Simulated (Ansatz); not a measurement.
# YIn: a line through an energy map

An exercise on one series of results from a longer session: the logs are not shown, and one member is left open.

Computed with Ansatz 0.2.0 (DFT PBEsol, scalar-relativistic, plane waves, PAW, unless a step's input says otherwise).

27 further runs of the same task are left out: 27 set aside as unsound or not needed.

## The structure to begin with

The structure is cubic, space group Pm-3m (No. 221). Conventional cell: a = 3.706 Å, b = 3.706 Å, c = 3.706 Å, α = 90.00°, β = 90.00°, γ = 90.00°. Y (site symmetry m-3m) is surrounded by 8 In at 3.21 Å. In (site symmetry m-3m) is surrounded by 8 Y at 3.21 Å.

As a file:

```xyz
2
Lattice="3.7062 0.0000 0.0000 0.0000 3.7062 0.0000 0.0000 0.0000 3.7062" Properties=species:S:1:pos:R:3 pbc="T T T"
Y     1.8531    1.8531    1.8531
In    0.0000    0.0000    0.0000
```

It is the result of an earlier relaxation at this level (volume 25.45 Å³/atom; gap on the mesh: none (metal)).

## The scan

The energy is mapped over volume and the cell's shape.

First coordinate, volume per atom: 7 values from 21.38 to 29.53 Å³. Second coordinate, c/a of the conventional cell: 9 values from 0.870 to 1.518.

Nothing else is relaxed (symmetry fixes all fractional coordinates). Energies count from the relaxed crystal. Points are written as (first, second).

Set-up of the first run:

Input file input.yaml:

```yaml
crystal:
  lattice:
    - [3.5694953347, 0.0, 0.0]
    - [0.0, 3.5694953347, 0.0]
    - [0.0, 0.0, 3.5694953347]
  atoms:
    - { symbol: "Y", position: [0.5, 0.5, 0.5] }
    - { symbol: In, position: [0.0, 0.0, 0.0] }
basis:
  ecutwfc: 420
kpoints:
  mp_grid: { grid: [14, 14, 14] }
hamiltonian:
  xc: pbesol
scf:
  occupations: { method: gaussian, width: 0.15 }
output:
  forces: true
  stress: true
  eigenvalues: true
  write_density: true
  write_potential: true
  elf: true
  volumetric_format: npy
```

On the command line:

```
$ ansatz run input.yaml --threads 1 --pin off --max-ram 2048MiB --backend cpu --events-out ev --progress --plain --runs-dir out
```

Among the steps run: The run at (22.74 Å³, 1.000); The run at (24.10 Å³, 1.000); Point (26.81 Å³, 1.000); The run at (28.17 Å³, 1.000); The run at (29.53 Å³, 1.000).

One of the session's tables, all rows but one given; the rest of the session is left out.

| volume per atom (Å³) | energy (meV/atom) | slope (meV/atom per Å³) | pressure (GPa) |
| --- | --- | --- | --- |
| 21.38 | 177 | −101 | 16.2 |
| 22.74 | 71 | −58 | 9.2 |
| 24.10 | 16 | −25 | 4.0 |
| 25.45 | 0 | 0 | 0.0 |
| 26.81 | 13 | 18 | −3.0 |
| 28.17 | ? | ? | ? |
| 29.53 | 99 | 43 | −6.8 |

**Question.** Estimate the row for volume per atom (Å³) = 28.17.

Worked estimate for «energy (meV/atom)». A straight line through the neighbours (26.81, 13) and (29.53, 99) gives 13 + (99 − 13) × (28.17 − 26.81) / (29.53 − 26.81) = 56; a parabola fitted to 3 rows on both sides gives 46.

**Answer.** energy (meV/atom): 48; slope (meV/atom per Å³): 32; pressure (GPa): −5.2. In «energy (meV/atom)» the line misses by +8 and the parabola by -2.

Energies count from the relaxed crystal. Rows without a step come from runs not printed here or follow by symmetry. Slopes come from the forces (and the stress, where the cell changes), not from differences of energies.

What this shows: The lowest point of the line is at 25.45 Å³, 0 meV/atom from the zero. A fit to energies and slopes at the lowest point and its two neighbours puts the minimum at 25.448 Å³, with a curvature of about 16 meV/atom per (Å³)². V·d²E/dV² there is about 64 GPa, a bulk modulus under this line's constraint. The well is lopsided: two grid steps out, the energy rises by 71 meV/atom towards smaller values and 48 meV/atom towards larger ones. The highest point computed, at 21.38 Å³, lies 177 meV/atom above the lowest. This is one cut through a surface in two coordinates; the map's lowest point lies off it.
